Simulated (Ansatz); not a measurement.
# HfH (doublet): wave-function methods side by side at distance Hf1–H2 = 1.440 Å, def2-TZVP

One table from this session's results is given with a row withheld; the runs are named, their logs left out.

Method: def2-TZVP, core rule «outside noble gas», up to 4 orbitals frozen; program: Ansatz 0.2.0, Gaussian basis.

To be run: UHF; CCSD(T) on ROHF; CCSD(T) on UHF; CISD; CCSDT(Q) on ROHF; CCSDT(Q) on UHF; CASSCF and MRCISD+Q, 3 electrons in 3 orbitals; CASSCF and NEVPT2, 3 electrons in 3 orbitals; Full CI.

35 further runs of the same task are left out: 23 for a known fault of the program, 12 that didn't finish.

## What is computed

The geometry derives from a PBE0/def2-TZVP stationary point (not a proven minimum). One bond is set to the value named and the two fragments are kept rigid. No spin-orbit coupling is included. Elements past krypton take def2 core potentials.

2 atoms, charge 0, spin multiplicity 2.

Atoms are counted from 1 here; the program's logs count them from 0.

Bond lengths: Hf1–H2 1.440 Å.

Set-up of the first run:

The input, in.yaml:

```yaml
crystal:
  periodic: [false, false, false]
  atoms:
    - {symbol: Hf, position_ang: [0.000000, 0.000000, 0.000000]}
    - {symbol: H, position_ang: [0.000000, 0.000000, 1.440000]}
basis:
  gaussian: {orbitals: def2-TZVP}
magnetization: {spin_polarized: true, initial_magnetization: 1}
hamiltonian: {xc: hf}
output: {orbitals: {seedname: orbitals}}
```

Run with:

```bash
> ansatz run in.yaml --threads 1 --pin off --events-out ev --progress --plain --max-ram 2393MiB
```

Steps of the session up to this table: UHF; CCSD(T) on ROHF; CCSD(T) on UHF; CISD; CCSDT(Q) on ROHF; CCSDT(Q) on UHF; CASSCF and MRCISD+Q, 3 electrons in 3 orbitals; CASSCF and NEVPT2, 3 electrons in 3 orbitals; Full CI.

One of the session's tables, all rows but one given; the rest of the session is left out.

| method | from FCI (meV) |
| --- | --- |
| ROHF | +2532.7 |
| RMP2 | +662.7 |
| RCCSD | +122.9 |
| RCCSD(T) | ? |
| RCCSDT | +4.3 |
| RCCSDT(Q) | +0.6 |
| CASSCF pair | +2062.9 |
| NEVPT2 pair | +666.5 |
| MRCISD pair | +190.6 |
| MRCISD+Q pair | +47.9 |
| FCI | 0 |

**Question.** Estimate the row for RCCSD(T).

**Answer.** from FCI (meV): +37.2. In the column «from FCI (meV)» it lies between RCCSDT (+4.3) and MRCISD+Q pair (+47.9).

Not comparable, so not listed: CISD (they don't share determinant, frozen orbitals or solution with the rows shown, or repeat one).

Caveats from the session: Left out of the table: UHF, UMP2, UCCSD, UCCSD(T), UCCSDT, UCCSDT(Q) (another determinant or state than the rows shown).
